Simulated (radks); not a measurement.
# Xe²⁴⁺ in [Ar] 3d10 4s2: an all-electron calculation

An exercise on one series of results from a longer session: the logs are not shown, and one member is left open.

Method: Dirac Kohn-Sham, PBE, spin-unpolarised, spherical densities, finite nucleus. Code: radks (a radial shooting solver on a logarithmic mesh, Libxc functionals) version 1.

## Starting point

```
element            : xenon (Z = 54)
charge             : +24
electrons          : 30
configuration      : [Ar] 3d10 4s2
nuclear rms radius : 4.7859 fm
```

Outer shells as boxes (Hund's rule):

Xe²⁴⁺
```
[Ar] core
3d [↑↓][↑↓][↑↓][↑↓][↑↓]
4s [↑↓]
```

The first run:

Settings of this run:

```text
Z 54
configuration [Ar] 3d10 4s2 4p0 5s0 4d0 4f0
relativity Dirac
functional pbe,pbe
spin unpolarised
j_filling energy
nucleus finite rms 4.7859 fm
c 137.035999084
```

Launch:

```bash
$ python run_ks.py task.json out
```

All runs below come from this command, one after another.

One of the session's tables, all rows but one given; the rest of the session is left out.

It belongs to the step «Orbitals and density». Sizes of the orbitals, from the radial functions (bohr):

| level | <r> | outermost maximum (interpolated) | 90 % within | nodes |
| --- | --- | --- | --- | --- |
| 1s1/2 | 0.02665 | 0.0172 | 0.0480 | 0 |
| 2s1/2 | 0.1140 | 0.0970 | 0.177 | 1 |
| 2p1/2 | 0.09602 | 0.0743 | 0.158 | 0 |
| 2p3/2 | 0.1018 | 0.0792 | 0.165 | 0 |
| 3s1/2 | 0.3017 | 0.277 | 0.443 | 2 |
| 3p1/2 | 0.2911 | 0.263 | 0.436 | 1 |
| 3p3/2 | 0.3021 | 0.274 | 0.452 | 1 |
| 3d3/2 | 0.2713 | 0.221 | 0.424 | 0 |
| 3d5/2 | 0.2747 | 0.224 | 0.428 | 0 |
| 4s1/2 | 0.6303 | 0.614 | 0.892 | 3 |
| 4p1/2 | 0.6357 | 0.617 | 0.908 | 2 |
| 4p3/2 | 0.6519 | 0.635 | 0.930 | 2 |
| 4d3/2 | 0.6553 | 0.631 | 0.953 | 1 |
| 4d5/2 | 0.6599 | 0.636 | 0.959 | 1 |
| 4f5/2 | ? | ? | ? | ? |
| 4f7/2 | 0.6408 | 0.561 | 0.947 | 0 |
| 5s1/2 | 1.082 | 1.11 | 1.50 | 4 |

Q: Estimate the row for 4f5/2 from the others.

**Answer.** <r>: 0.6392; outermost maximum (interpolated): 0.560; 90 % within: 0.945; nodes: 0. In the column «<r>» it lies between 4p1/2 (0.6357) and 4f7/2 (0.6408).
